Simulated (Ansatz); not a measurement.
# BrFH4Sn: the cost of one run

Method: RKS B3LYP-D4/def2-SVP; program: Ansatz 0.2.0.

**1. Reference run: BrFH4Sn, relaxed**

Input file input.yaml:

```yaml
crystal:
  periodic: [false, false, false]
  atoms:
    - { symbol: Sn, position_ang: [-0.434361, -0.085435, -0.687316] }
    - { symbol: Br, position_ang: [1.623511, -1.306119, 1.16409] }
    - { symbol: H, position_ang: [-0.215082, -1.571018, -1.552525] }
    - { symbol: H, position_ang: [-2.040997, 0.003776, -0.08007] }
    - { symbol: H, position_ang: [0.189694, 1.234839, -1.593973] }
    - { symbol: H, position_ang: [0.835848, 0.470643, 1.587594] }
    - { symbol: F, position_ang: [0.041487, 1.253414, 1.162201] }
basis:
  gaussian: { orbitals: def2-SVP }
hamiltonian:
  xc: { name: B3LYP }
  dispersion: d4
output:
  forces: true
relax:
  f_tol: 0.02
  max_steps: 120
  constraints:
    - { distance: [0, 6] }
    - { distance: [1, 5] }
    - { distance: [0, 1] }
    - { distance: [5, 6] }
  escape_saddle: false
```

The run is started by

```console
> ansatz run input.yaml --threads 1 --pin off --max-ram 2560MiB --backend cpu --events-out ev --progress --plain --runs-dir out
```

What time and memory should one allow on 1 thread of Arm Neoverse V2, shared host?

About 17 s, with a peak of 0.21 GiB.
